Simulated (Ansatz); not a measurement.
# C2H5NOSi: rigid torsion scan in Python

The task is a rigid torsion scan, for C2H5NOSi.

Program: Ansatz 0.2.0, driven from Python. Level of theory: B3LYP/def2-SVP. These are calculated values, not measurements.

## Step 1: The structure

Bond lengths: Si1–O2 1.663 Å, O2–C3 1.431 Å, C3–C4 1.421 Å, C3–N5 1.524 Å, C4–N5 1.245 Å, Si1–H6 1.484 Å, Si1–H7 1.485 Å, Si1–H8 1.482 Å, C3–H9 1.084 Å, C4–H10 1.089 Å. Angles (14 of 17 angles, heavy atoms first): Si1–O2–C3 116.8°, O2–C3–C4 114.8°, O2–C3–N5 116.2°, C4–C3–N5 49.9°, C3–C4–N5 69.4°, C3–N5–C4 60.8°, O2–Si1–H6 109.1°, O2–Si1–H7 108.9°, O2–Si1–H8 111.0°, O2–C3–H9 121.6°, C4–C3–H9 117.8°, N5–C3–H9 116.2°, C3–C4–H10 137.2°, N5–C4–H10 153.5°.

The script holds or builds the structure itself.

## Step 2: The code

Input file torsion_c2h5nosi.py:

```python
import warnings

import ansatz as az
from ase import Atoms

config = {
    "basis": "def2-SVP",
    "xc": "b3lyp",
    "fmax": 0.02,
}

warnings.simplefilter("ignore", az.DeckWarning)

atoms = Atoms(["Si", "O", "C", "C", "N", "H", "H", "H", "H", "H"], positions=[
    [1.693, 0.2314, -0.1652],
    [0.1013, 0.6404, -0.4211],
    [-0.875, -0.0335, 0.3798],
    [-2.1197, -0.264, -0.2652],
    [-1.4553, -1.3156, -0.2044],
    [2.5648, 1.2266, -0.8372],
    [1.9722, 0.2718, 1.2932],
    [1.9881, -1.119, -0.7004],
    [-0.8725, 0.0417, 1.4612],
    [-2.9969, 0.3202, -0.5406],
])

first = (
    az.Crystal.molecule_from_ase(atoms).calculation()
    .basis(gaussian=config["basis"])
    .functional(config["xc"])
    .relax(force_tolerance=config["fmax"], max_steps=80)
)
atoms.positions = first.run().report["positions_ang"]

start = atoms.get_dihedral(0, 1, 2, 3)
energies = {}
for turn in range(0, 360, 30):
    turned = atoms.copy()
    turned.set_dihedral(0, 1, 2, 3, start + turn, indices=[2, 3, 4, 8, 9])
    calculation = (
        az.Crystal.molecule_from_ase(turned).calculation()
        .basis(gaussian=config["basis"])
        .functional(config["xc"])
    )
    energies[round((start + turn) % 360)] = calculation.run().report["free_energy_ev"]
floor = min(energies.values())
print("dihedral Si0-O1-C2-C3 (deg)   E - E(min) (kJ/mol)")
for angle, e in sorted(energies.items()):
    print(f"{angle:8d} {96.485332 * (e - floor):14.3f}  " + "#" * int(30 * (e - floor) / max(max(energies.values()) - floor, 1e-9)))
```

## Step 3: The run

The run is started by

```
$ python torsion_c2h5nosi.py
```

**Question.** What results will this script give? Wanted: range of energy; lowest point, turn.

**Answer**, as computed:

| quantity | value |
| --- | --- |
| runs compared | 12 |
| range of energy | 0.123 eV |
| lowest point, turn (°) | 0 |

What this shows: The lowest point lies at a turn of 0°, the highest 0.123 eV (11.8 kJ/mol) above it at 150°. The grid can miss the true lowest and highest points, and the rest of the molecule is held rigid. Run 0: After 8 moves the largest shift is 0.251 Å, of atom 10 (H). The scan is rigid and the energies are electronic, in a modest basis. With rigid groups the curve can differ much from the relaxed path, the start wasn't checked as a minimum of this torsion, and equivalent turns needn't return to the same energy. b3lyp holds the VWN-RPA fit, as in Gaussian; the form of ORCA and Turbomole is b3lyp5.
